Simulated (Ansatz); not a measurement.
**CH₅BOS: small, medium and large basis sets**

Aim: see how fast density functionals converge with the basis set for CH₅BOS.

Computed with Ansatz 0.2.0, Gaussian basis. Level: one geometry, several basis sets.

The runs, in order: PBE0-D4/def2-SVP; ωB97M-V/def2-SVP; PBE0-D4/def2-QZVPP; ωB97M-V/def2-QZVPP; the functionals' def2-TZVPP values are taken from earlier runs.

## Step 1: The geometry

The geometry comes from an earlier relaxation with PBE0-D4 in a triple-zeta def2 set; it is a stationary point, not always the lowest conformer.

SMILES `BSCO`, 9 atoms, charge 0, spin multiplicity 1.

Atoms are counted from 1 here; the program's logs count them from 0.

Bond lengths: B1–S2 1.754 Å, B1–H5 1.195 Å, B1–H6 1.192 Å, S2–C3 1.834 Å, C3–O4 1.389 Å, C3–H7 1.090 Å, C3–H8 1.094 Å, O4–H9 0.962 Å. Angles: S2–B1–H5 120.5°, S2–B1–H6 117.0°, H5–B1–H6 122.5°, B1–S2–C3 103.7°, S2–C3–O4 113.0°, S2–C3–H7 106.8°, S2–C3–H8 106.9°, O4–C3–H7 106.9°, O4–C3–H8 113.3°, H7–C3–H8 109.7°, C3–O4–H9 108.7°.

## Step 2: PBE0-D4 in def2-SVP

in.yaml

```yaml
crystal:
  periodic: [false, false, false]
  atoms:
    - {symbol: B, position_ang: [-1.203708, 0.997271, 0.759328]}
    - {symbol: S, position_ang: [-0.457103, 0.833770, -0.819847]}
    - {symbol: C, position_ang: [0.470943, -0.744133, -0.700246]}
    - {symbol: O, position_ang: [1.839975, -0.559484, -0.556431]}
    - {symbol: H, position_ang: [-1.049978, 0.155302, 1.593677]}
    - {symbol: H, position_ang: [-1.859332, 1.974494, 0.948824]}
    - {symbol: H, position_ang: [0.319544, -1.270583, -1.642175]}
    - {symbol: H, position_ang: [0.022247, -1.314900, 0.118009]}
    - {symbol: H, position_ang: [2.006013, -0.118138, 0.281862]}
basis:
  gaussian: {orbitals: def2-SVP}
hamiltonian: {xc: pbe0, dispersion: d4}
output: {orbitals: {seedname: orbitals}}
```

Run with:

```console
$ ansatz run in.yaml --threads 2 --pin off --events-out ev --progress --plain --max-ram 4352MiB
```

The runs that follow: ωB97M-V in def2-SVP; PBE0-D4 in def2-QZVPP; ωB97M-V in def2-QZVPP.

Before running them: what should the planned runs give, taken together? Wanted: PBE0-D4: double and triple zeta above quadruple; ωB97M-V: double and triple zeta above quadruple.

As calculated:

| quantity | value |
| --- | --- |
| PBE0-D4: double and triple zeta above quadruple | 8.86, 0.56 eV |
| ωB97M-V: double and triple zeta above quadruple | 9.01, 0.53 eV |

In words: PBE0-D4 gains 8.30 eV from double to triple zeta, then 0.56 eV more. Total energies overstate the basis error of differences, where much of it tends to cancel.
